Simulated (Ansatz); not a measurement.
# GeCO (singlet): the correlation ladder, cc-pVDZ

An exercise on one series of results from a longer session: the logs are not shown, and one member is left open.

Method: cc-pVDZ, core rule «outside noble gas», up to 16 orbitals frozen; program: Ansatz 0.2.0, Gaussian basis.

The runs, in order: UHF; CCSD(T) on RHF; CCSD(T) on UHF; BCCD(T) on RHF; CISD; CCSDT(Q) on RHF; CCSDT(Q) on UHF; CASSCF and MRCISD+Q, 12 electrons in 11 orbitals; CASSCF and NEVPT2, 12 electrons in 11 orbitals.

13 further runs of the same task are left out: 5 that didn't finish, 8 set aside as unsound or not needed. Runs told in other sessions of the task aren't counted.

### The system

The geometry is a PBE0/def2-TZVP stationary point (not a proven minimum). No spin-orbit coupling is included. The filled d shell of Ge may be among the frozen orbitals whatever the setting's name suggests.

3 atoms, charge 0, spin multiplicity 1.

Atoms are counted from 1 here; the program's logs count them from 0.

Bond lengths: Ge1–C2 1.922 Å, C2–O3 1.153 Å. Angles: Ge1–C2–O3 180.0°.

Coordinates:

```xyz
3
CGeO
Ge    0.0000    0.0000    1.6654
C     0.0000    0.0000   -0.2562
O     0.0000    0.0000   -1.4091
```

The first run:

File in.yaml:

```yaml
crystal:
  periodic: [false, false, false]
  atoms:
    - {symbol: Ge, position_ang: [0.000000, 0.000000, 1.665367]}
    - {symbol: C, position_ang: [0.000000, 0.000000, -0.256233]}
    - {symbol: O, position_ang: [0.000000, 0.000000, -1.409133]}
basis:
  gaussian: {orbitals: cc-pVDZ}
magnetization: {spin_polarized: true, initial_magnetization: 0}
hamiltonian: {xc: hf}
output: {orbitals: {seedname: orbitals}}
```

Started as:

```console
ansatz run in.yaml --threads 1 --pin off --events-out ev --progress --plain --max-ram 2393MiB
```

Among the steps run: UHF; CCSD(T) on RHF; CCSD(T) on UHF; BCCD(T) on RHF; CISD; CCSDT(Q) on RHF; CCSDT(Q) on UHF; CASSCF and MRCISD+Q, 12 electrons in 11 orbitals; CASSCF and NEVPT2, 12 electrons in 11 orbitals.

One table of the session follows, with a row left open; its other results are not shown here.

```
          method  from RCCSDT(Q) (meV)
             RHF              +11189.9
             UHF              +10270.6
            RMP2               +1139.9
            UMP2                +597.1
           RCCSD                     ?
           UCCSD                +149.7
        RCCSD(T)                +196.7
        UCCSD(T)                -318.7
         BCCD(T)                +191.1
          RCCSDT                +115.3
          UCCSDT                -487.8
       RCCSDT(Q)                     0
       UCCSDT(Q)                -624.2
  CASSCF valence               +6611.4
  NEVPT2 valence               +1406.1
  MRCISD valence                +701.7
MRCISD+Q valence                +244.5
```

Estimate the missing values for RCCSD.

**Answer.** from RCCSDT(Q) (meV): +670.8. In the column «from RCCSDT(Q) (meV)» it lies between UMP2 (+597.1) and MRCISD valence (+701.7).

Not comparable, so not listed: CISD (they don't share determinant, frozen orbitals or solution with the rows shown, or repeat one).

Caveats from the session: The determinant of HF (⟨S²⟩ 1.02) is far from a pure spin state, so its energy mixes those of several spin states; that is harmless only where they are near-degenerate. The determinant of CCSD(T) (⟨S²⟩ 1.02) is far from a pure spin state, so its energy mixes those of several spin states; high orders of coupled cluster remove much of that, low ones don't. The determinant of CCSDT(Q) (⟨S²⟩ 1.02) is far from a pure spin state, so its energy mixes those of several spin states; high orders of coupled cluster remove much of that, low ones don't. The program flags UCCSD(T), UCCSDT(Q) as in doubt, so read those rows with care; the flags are large difference. Warnings: restricted reference is unstable; spin contamination; large T1 diagnostic. Restricted and unrestricted rows rest on different reference determinants; a gap between their highest levels can come from leftover correlation error, from unlike frozen cores or from another state.
